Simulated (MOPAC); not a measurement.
# C2H6ClNSi (SMILES C=C(Cl)[SiH2]N) at 3 levels

Aim: a comparison of 3 runs (MNDO, PM6, PM7) of C2H6ClNSi. 

Program for the calculation: MOPAC 23.2.5.

3 further runs of the same task are left out: 1 that didn't finish, 2 set aside as unsound or not needed.

## 1. The system as given

The species is C2H6ClNSi (11 atoms), meant as a singlet with charge 0. As SMILES, `C=C(Cl)[SiH2]N`. The coordinates come from a GFN2-xTB relaxation. This is one conformer, not always the lowest.

Bond lengths: C1–C2 1.322 Å, C2–Cl3 1.745 Å, C2–Si4 1.907 Å, Si4–N5 1.719 Å, C1–H6 1.078 Å, C1–H7 1.076 Å, Si4–H8 1.460 Å, Si4–H9 1.461 Å, N5–H10 1.008 Å, N5–H11 1.008 Å. Some angles: C1–C2–Cl3 118.6°, C1–C2–Si4 128.0°, Cl3–C2–Si4 113.4°, C2–Si4–N5 114.1°, C2–C1–H6 123.5°, C2–C1–H7 119.6°, C2–Si4–H8 107.6°, C2–Si4–H9 107.2°, N5–Si4–H8 106.1°, N5–Si4–H9 106.6°.

## 2. Energy and forces at MNDO (run 1)

The input, c2h6clnsi.mop:

```
MNDO 1SCF BONDS DISP GRADIENTS AUX(PRECISION=6) THREADS=1
C2H6ClNSi

C 2.051020 1 0.060640 1 0.377870 1
C 0.817410 1 0.523210 1 0.272000 1
Cl 0.586240 1 2.225840 1 -0.031030 1
Si -0.816130 1 -0.452530 1 0.398810 1
N -1.863470 1 -0.249230 1 -0.949640 1
H 2.928960 1 0.680770 1 0.291780 1
H 2.211090 1 -0.986770 1 0.565930 1
H -1.544740 1 0.056370 1 1.557030 1
H -0.468650 1 -1.870370 1 0.446260 1
H -2.306110 1 0.646010 1 -1.087050 1
H -1.595630 1 -0.633930 1 -1.841960 1
```

Started as:

```
$ mopac c2h6clnsi.mop
```

c2h6clnsi.out:

```text
MOPAC v23.2.5
MNDO CALCULATION RESULTS
[...]
           Empirical Formula: C2 H6 N Cl Si  =    11 atoms
      MOLECULAR POINT GROUP   :   C1
[...]
     SCF FIELD WAS ACHIEVED
[...]
                              SUM =        -17.73531 KCAL/MOL = FINAL HEAT OF FORMATION
          TOTAL ENERGY            =       -990.96586 EV
          ELECTRONIC ENERGY       =      -3013.52372 EV
          CORE-CORE REPULSION     =       2022.55786 EV
          COSMO AREA              =        139.76 SQUARE ANGSTROMS
          COSMO VOLUME            =        133.71 CUBIC ANGSTROMS
          GRADIENT NORM           =        100.30627          =       30.24348 PER ATOM
          IONIZATION POTENTIAL    =         10.226247 EV
          HOMO LUMO ENERGIES (EV) =        -10.226  0.638
          NO. OF FILLED LEVELS    =         15
          MOLECULAR WEIGHT        =        107.6146         POINT GROUP:  C1
[...]
                             CARTESIAN COORDINATES
   1    C        2.051020000     0.060640000     0.377870000
   2    C        0.817410000     0.523210000     0.272000000
   3   Cl        0.586240000     2.225840000    -0.031030000
   4   Si       -0.816130000    -0.452530000     0.398810000
   5    N       -1.863470000    -0.249230000    -0.949640000
   6    H        2.928960000     0.680770000     0.291780000
   7    H        2.211090000    -0.986770000     0.565930000
   8    H       -1.544740000     0.056370000     1.557030000
   9    H       -0.468650000    -1.870370000     0.446260000
  10    H       -2.306110000     0.646010000    -1.087050000
  11    H       -1.595630000    -0.633930000    -1.841960000
           Empirical Formula: C2 H6 N Cl Si  =    11 atoms
[...]
              NET ATOMIC CHARGES AND DIPOLE CONTRIBUTIONS
  ATOM NO.   TYPE          CHARGE      No. of ELECS.   s-Pop       p-Pop
    1          C          -0.005075        4.0051     1.22457     2.78050
    2          C          -0.405683        4.4057     1.33074     3.07495
    3         Cl          -0.151301        7.1513     1.98099     5.17031
    4         Si           1.537622        2.4624     0.99811     1.46427
    5          N          -0.672725        5.6727     1.57565     4.09707
    6          H           0.054532        0.9455     0.94547
    7          H           0.044889        0.9551     0.95511
    8          H          -0.325339        1.3253     1.32534
    9          H          -0.338415        1.3384     1.33842
   10          H           0.133399        0.8666     0.86660
   11          H           0.128096        0.8719     0.87190
 DIPOLE           X         Y         Z       TOTAL
 POINT-CHG.    -0.115    -2.234     0.707     2.346
 HYBRID         0.884     0.991    -0.912     1.611
 SUM            0.769    -1.243    -0.205     1.476
[...]
 * JOB ENDED NORMALLY *
[...]
```

Run time: 0.04 s. Hardware: 1 thread of Arm Neoverse N1, shared host.

## 3. Energy and gradient at PM6 (run 2)

The input, calc.mop:

```
PM6 1SCF BONDS GRADIENTS DISP AUX(PRECISION=6) THREADS=1
C2H6ClNSi, PM6

C      2.051020 1     0.060640 1     0.377870 1
C      0.817410 1     0.523210 1     0.272000 1
Cl     0.586240 1     2.225840 1    -0.031030 1
Si    -0.816130 1    -0.452530 1     0.398810 1
N     -1.863470 1    -0.249230 1    -0.949640 1
H      2.928960 1     0.680770 1     0.291780 1
H      2.211090 1    -0.986770 1     0.565930 1
H     -1.544740 1     0.056370 1     1.557030 1
H     -0.468650 1    -1.870370 1     0.446260 1
H     -2.306110 1     0.646010 1    -1.087050 1
H     -1.595630 1    -0.633930 1    -1.841960 1
```

Started as:

```
$ mopac calc.mop
```

calc.out, cut to the lines that bear on the results:

```text
MOPAC v23.2.5
PM6 CALCULATION RESULTS
[...]
           Empirical Formula: C2 H6 N Cl Si  =    11 atoms
      MOLECULAR POINT GROUP   :   C1
[...]
     SCF FIELD WAS ACHIEVED
[...]
     *    WARNING - An energy term is incorrect or missing!
     *    FINAL HEAT OF FORMATION     =    -11.43797 KCAL/MOL
     *    SUM OF CONTRIBUTIONS TO HoF =    -11.53122 KCAL/MOL
     *                     DIFFERENCE =      0.09324 KCAL/MOL
          TOTAL ENERGY            =       -833.90866 EV
          ELECTRONIC ENERGY       =      -2788.00395 EV
          CORE-CORE REPULSION     =       1954.09528 EV
          COSMO AREA              =        139.76 SQUARE ANGSTROMS
          COSMO VOLUME            =        133.71 CUBIC ANGSTROMS
          GRADIENT NORM           =         74.41117          =       22.43581 PER ATOM
          IONIZATION POTENTIAL    =          9.917378 EV
          HOMO LUMO ENERGIES (EV) =         -9.917 -0.193
          NO. OF FILLED LEVELS    =         15
          MOLECULAR WEIGHT        =        107.6146         POINT GROUP:  C1
[...]
                             CARTESIAN COORDINATES
[...]
              NET ATOMIC CHARGES AND DIPOLE CONTRIBUTIONS
  ATOM NO.   TYPE          CHARGE      No. of ELECS.   s-Pop       p-Pop       d-Pop
    1          C          -0.322643        4.3226     1.12063     3.20201
    2          C          -0.133078        4.1331     1.18592     2.94716
    3         Cl          -0.147469        7.1475     1.98901     5.15226     0.00620
    4         Si           0.363169        3.6368     1.14295     1.64473     0.84916
    5          N          -0.589974        5.5900     1.50431     4.08567
    6          H           0.166246        0.8338     0.83375
    7          H           0.162885        0.8371     0.83712
    8          H           0.012183        0.9878     0.98782
    9          H           0.004623        0.9954     0.99538
   10          H           0.244256        0.7557     0.75574
   11          H           0.239802        0.7602     0.76020
 DIPOLE           X         Y         Z       TOTAL
 POINT-CHG.    -0.835    -2.327     0.029     2.472
 HYBRID         0.924     1.309    -1.157     1.977
 SUM            0.089    -1.018    -1.128     1.522
[...]
 * JOB ENDED NORMALLY *
[...]
```

Wall time 0.04 s (1 thread of Arm Neoverse N1, shared host).

## 4. Energy and gradient at PM7 (run 3)

The input, job.mop:

```
PM7 1SCF DISP GRADIENTS BONDS AUX(PRECISION=9) THREADS=1
C2H6ClNSi, PM7

C 2.051020 1 0.060640 1 0.377870 1
C 0.817410 1 0.523210 1 0.272000 1
Cl 0.586240 1 2.225840 1 -0.031030 1
Si -0.816130 1 -0.452530 1 0.398810 1
N -1.863470 1 -0.249230 1 -0.949640 1
H 2.928960 1 0.680770 1 0.291780 1
H 2.211090 1 -0.986770 1 0.565930 1
H -1.544740 1 0.056370 1 1.557030 1
H -0.468650 1 -1.870370 1 0.446260 1
H -2.306110 1 0.646010 1 -1.087050 1
H -1.595630 1 -0.633930 1 -1.841960 1
```

Started as:

```
$ mopac job.mop
```

job.out, cut to the lines that bear on the results:

```text
MOPAC v23.2.5
PM7 CALCULATION RESULTS
[...]
           Empirical Formula: C2 H6 N Cl Si  =    11 atoms
      MOLECULAR POINT GROUP   :   C1
[...]
     SCF FIELD WAS ACHIEVED
[...]
     *    WARNING - An energy term is incorrect or missing!
     *    FINAL HEAT OF FORMATION     =    -16.62715 KCAL/MOL
     *    SUM OF CONTRIBUTIONS TO HoF =    -16.72040 KCAL/MOL
     *                     DIFFERENCE =      0.09324 KCAL/MOL
          TOTAL ENERGY            =       -881.63907 EV
          ELECTRONIC ENERGY       =      -2888.47385 EV
          CORE-CORE REPULSION     =       2006.83478 EV
          COSMO AREA              =        139.76 SQUARE ANGSTROMS
          COSMO VOLUME            =        133.71 CUBIC ANGSTROMS
          GRADIENT NORM           =         87.17368          =       26.28385 PER ATOM
          IONIZATION POTENTIAL    =         10.016608 EV
          HOMO LUMO ENERGIES (EV) =        -10.017  0.279
          NO. OF FILLED LEVELS    =         15
          MOLECULAR WEIGHT        =        107.6146         POINT GROUP:  C1
[...]
                             CARTESIAN COORDINATES
[...]
              NET ATOMIC CHARGES AND DIPOLE CONTRIBUTIONS
  ATOM NO.   TYPE          CHARGE      No. of ELECS.   s-Pop       p-Pop       d-Pop
    1          C          -0.313445        4.3134     1.09632     3.21712
    2          C          -0.096846        4.0968     1.16897     2.92788
    3         Cl          -0.135140        7.1351     1.98144     5.14770     0.00600
    4         Si           0.234153        3.7658     0.87243     2.68468     0.20873
    5          N          -0.731244        5.7312     1.56668     4.16457
    6          H           0.168007        0.8320     0.83199
    7          H           0.163405        0.8366     0.83660
    8          H           0.078333        0.9217     0.92167
    9          H           0.070925        0.9291     0.92907
   10          H           0.283181        0.7168     0.71682
   11          H           0.278670        0.7213     0.72133
 DIPOLE           X         Y         Z       TOTAL
 POINT-CHG.    -0.136    -2.224     0.582     2.303
 HYBRID         0.671     0.930    -1.132     1.611
 SUM            0.535    -1.294    -0.550     1.505
[...]
 * JOB ENDED NORMALLY *
[...]
```

It took 0.04 s on 1 thread of Arm Neoverse N1, shared host.

## 5. All runs side by side

```
run  level  heat of formation (kcal/mol)  dipole moment (D)  HOMO energy (eV)  LUMO energy (eV)  wall time
  1   MNDO                        -17.74               1.48            -10.23              0.64     0.04 s
  2    PM6                        -11.44               1.52             -9.92             -0.19     0.04 s
  3    PM7                        -16.63               1.50            -10.02              0.28     0.04 s
```

## 6. Results

```
                                        quantity           value
                             run 3: total energy    -32.39964 Eh
                            run 3: dipole moment          1.50 D
                              run 3: HOMO energy       -10.02 eV
                              run 3: LUMO energy         0.28 eV
                            run 3: HOMO–LUMO gap        10.30 eV
                        run 3: dispersion energy    -3.08 kJ/mol
run 3: heat of formation at this unrelaxed shape  -16.6 kcal/mol
                 run 3: largest force on an atom      2.783 eV/Å
```

The dipole moment (its size) runs from 1.48 D (MNDO) to 1.52 D (PM6). The HOMO–LUMO gap runs from 9.72 eV (PM6) to 10.86 eV (MNDO). Force-field and semi-empirical energies have zeros of their own, so their totals don't compare. All runs together took 0.12 s, the longest 0.04 s.
